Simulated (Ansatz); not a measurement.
**K3Pb2Au3 (element-swapped structure): how the settings move a single-point run**

Question: which choices in the input matter for K3Pb2Au3 (element-swapped structure)?

Computed with Ansatz 0.2.0 (reference: DFT PBE, plane waves, PAW, scalar-relativistic, no spin polarisation, unless a step's input says otherwise).

1 further run of the same task is left out (set aside as unsound or not needed).

## Step 1: The starting structure

The structure is trigonal, space group R-3m (No. 166). Conventional cell: a = 6.410 Å, b = 6.410 Å, c = 21.580 Å, α = 90.00°, β = 90.00°, γ = 120.00°. Around K (site symmetry -3m) lie 6 Au at 4.04 Å and 6 Pb at 4.09 Å and 6 K at 4.13 Å. Around K (site symmetry 3m) lie 1 K at 3.51 Å and 4 Pb at 3.58 to 3.70 Å and 6 Au at 3.65 Å. Around Au (site symmetry 2/m) lie 2 Pb at 2.62 Å. Around Pb (site symmetry 3m) lie 3 Au at 2.62 Å.

Structure file:

```cif
data_structure
_symmetry_space_group_name_H-M 'P 1'
_symmetry_Int_Tables_number 1
_cell_length_a 6.4104
_cell_length_b 6.4104
_cell_length_c 8.0897
_cell_angle_alpha 66.659
_cell_angle_beta 90.000
_cell_angle_gamma 60.000
_cell_volume 256.00
loop_
_atom_site_label
_atom_site_type_symbol
_atom_site_fract_x
_atom_site_fract_y
_atom_site_fract_z
_atom_site_occupancy
K1 K 0.50000 0.00000 0.50000 1
K2 K 0.08130 0.83740 0.24390 1
K3 K 0.91870 0.16260 0.75610 1
Au1 Au 0.50000 0.50000 0.00000 1
Au2 Au 0.00000 0.50000 0.00000 1
Au3 Au 0.50000 0.00000 0.00000 1
Pb1 Pb 0.24710 0.50580 0.74130 1
Pb2 Pb 0.75290 0.49420 0.25870 1
```

## Step 2: Reference

Input file input.yaml:

```yaml
crystal:
  lattice:
    - [3.205217, 5.551596, 0.0]
    - [-3.205217, 5.551596, 0.0]
    - [-3.205217, 1.850529, 7.193455]
  atoms:
    - { symbol: K, position: [0.5, 0.0, 0.5] }
    - { symbol: K, position: [0.0813, 0.8374, 0.2439] }
    - { symbol: K, position: [0.9187, 0.1626, 0.7561] }
    - { symbol: Au, position: [0.5, 0.5, 0.0] }
    - { symbol: Au, position: [0.0, 0.5, 0.0] }
    - { symbol: Au, position: [0.5, 0.0, 0.0] }
    - { symbol: Pb, position: [0.2471, 0.5058, 0.7413] }
    - { symbol: Pb, position: [0.7529, 0.4942, 0.2587] }
  symmetry: { tolerance: 0.0003 }
kpoints:
  mp_grid: { grid: [4, 4, 4], shift: [0, 0, 0] }
magnetization:
  spin_polarized: false
scf:
  occupations: { method: fermi_dirac }
hamiltonian:
  pseudopotentials: { kind: paw }
  xc: pbe
basis:
  ecutwfc: 420
output:
  forces: true
  stress: true
  eigenvalues: true
```

Started as:

```sh
ansatz run input.yaml --threads 1 --pin off --max-ram 2560MiB --backend cpu --events-out ev --progress --plain --runs-dir out
```

## Step 3: Changed: lower_state_search standard

Changes to input.yaml since step 2:

```diff
@@ -21,2 +21,3 @@
   occupations: { method: fermi_dirac }
+  lower_state_search: standard
 hamiltonian:
```

## Step 4: Changed: starting moments, spin_polarized true, hubbard.sites [{species: Au, l: d, u_eff: 1.0}], hubbard.double_counting amf, ecutwfc 300 eV

Input file input.yaml:

```yaml
crystal:
  lattice:
    - [3.205217, 5.551596, 0.0]
    - [-3.205217, 5.551596, 0.0]
    - [-3.205217, 1.850529, 7.193455]
  atoms:
    - { symbol: K, position: [0.5, 0.0, 0.5], spin: 2.0 }
    - { symbol: K, position: [0.0813, 0.8374, 0.2439], spin: 3.0 }
    - { symbol: K, position: [0.9187, 0.1626, 0.7561], spin: 1.0 }
    - { symbol: Au, position: [0.5, 0.5, 0.0], spin: 3.0 }
    - { symbol: Au, position: [0.0, 0.5, 0.0], spin: 2.0 }
    - { symbol: Au, position: [0.5, 0.0, 0.0], spin: 2.0 }
    - { symbol: Pb, position: [0.2471, 0.5058, 0.7413], spin: 3.0 }
    - { symbol: Pb, position: [0.7529, 0.4942, 0.2587], spin: 1.0 }
  symmetry: { tolerance: 0.0003 }
kpoints:
  mp_grid: { grid: [4, 4, 4], shift: [0, 0, 0] }
magnetization:
  spin_polarized: true
scf:
  occupations: { method: fermi_dirac }
hamiltonian:
  pseudopotentials: { kind: paw }
  xc: pbe
  hubbard: { sites: [{ species: Au, l: d, u_eff: 1.0 }], double_counting: amf }
basis:
  ecutwfc: "300 eV"
output:
  forces: true
  stress: true
  eigenvalues: true
```

## Step 5: Changing settings: scf.algorithm density_mixing, xc revpbe, ecutrho_ratio 6

Changes to input.yaml since step 2:

```diff
@@ -21,7 +21,9 @@
   occupations: { method: fermi_dirac }
+  algorithm: density_mixing
 hamiltonian:
   pseudopotentials: { kind: paw }
-  xc: pbe
+  xc: revpbe
 basis:
   ecutwfc: 420
+  ecutrho_ratio: 6
 output:
```

What does the calculation give? Wanted: for each run, ending; energy change; pressure; gap; force.

As calculated:

| run | ending | energy change | pressure (GPa) | gap (eV) | force (eV/Å) | cycles | time |
| --- | --- | --- | --- | --- | --- | --- | --- |
| reference | converged | 0 | 4.4 | 0.00 | 2.75 | 8 | 10 s |
| 1: lower_state_search standard | converged | 0.0 meV/atom | 4.4 | 0.00 | 2.75 | 8 | 10 s |
| 2: starting moments, spin_polarized true, hubbard.sites [{species: Au, l: d, u_eff: 1.0}], hubbard.double_counting amf, ecutwfc 300 eV | converged | +58.6 meV/atom (U changed: no physical gain or loss) | 4.5 | 0.00 | 2.81 | 17 | 69 s |
| 3: scf.algorithm density_mixing, xc revpbe, ecutrho_ratio 6 | converged | not comparable | 5.6 | 0.00 | 2.91 | 8 | 13 s |

Residual by cycle in the longest SCF loop of each run; runs are numbered as in the table. The quantity is the density residual dr2, in eV.

| cycle | reference | run 1 | run 2 | run 3 |
| --- | --- | --- | --- | --- |
| 1 | 0.0262 | 0.0262 | 246 | 0.0451 |
| 2 | 0.00561 | 0.00561 | 19.6 | 0.0177 |
| 4 | 1.9e-4 | 1.9e-4 | 0.97 | 2.3e-4 |
| 5 | 2.5e-5 | 2.5e-5 | 0.232 | 3.4e-5 |
| 7 | 1.3e-7 | 1.3e-7 | 0.104 | 6.7e-7 |
| 8 | 2.5e-8 | 2.5e-8 | 0.0183 | 5.5e-8 |
| 10 | - | - | 1.4e-4 | - |
| 11 | - | - | 3.0e-5 | - |
| 13 | - | - | 2.1e-6 | - |
| 14 | - | - | 3.2e-7 | - |
| 16 | - | - | 1.4e-8 | - |
| 17 | - | - | 2.1e-9 | - |

«lower_state_search standard» leaves the energy as it was. Run 2 ran under the cutoff that the potentials recommend, as the log warns, so basis error is mixed into its values. A changed U is a change of model: its shifts are not errors of convergence. Of the variants the dearest is «starting moments, spin_polarized true, hubbard.sites [{species: Au, l: d, u_eff: 1.0}], hubbard.double_counting amf, ecutwfc 300 eV» (69 s), the cheapest «lower_state_search standard» (10 s), on a shared host.

The reference is no final answer either: its mesh is coarse for a cell with so small a gap or none; the cell is far from equilibrium (4 GPa, forces up to 2.8 eV/Å), so its values aren't those of the relaxed material; the structure is made up and not relaxed.
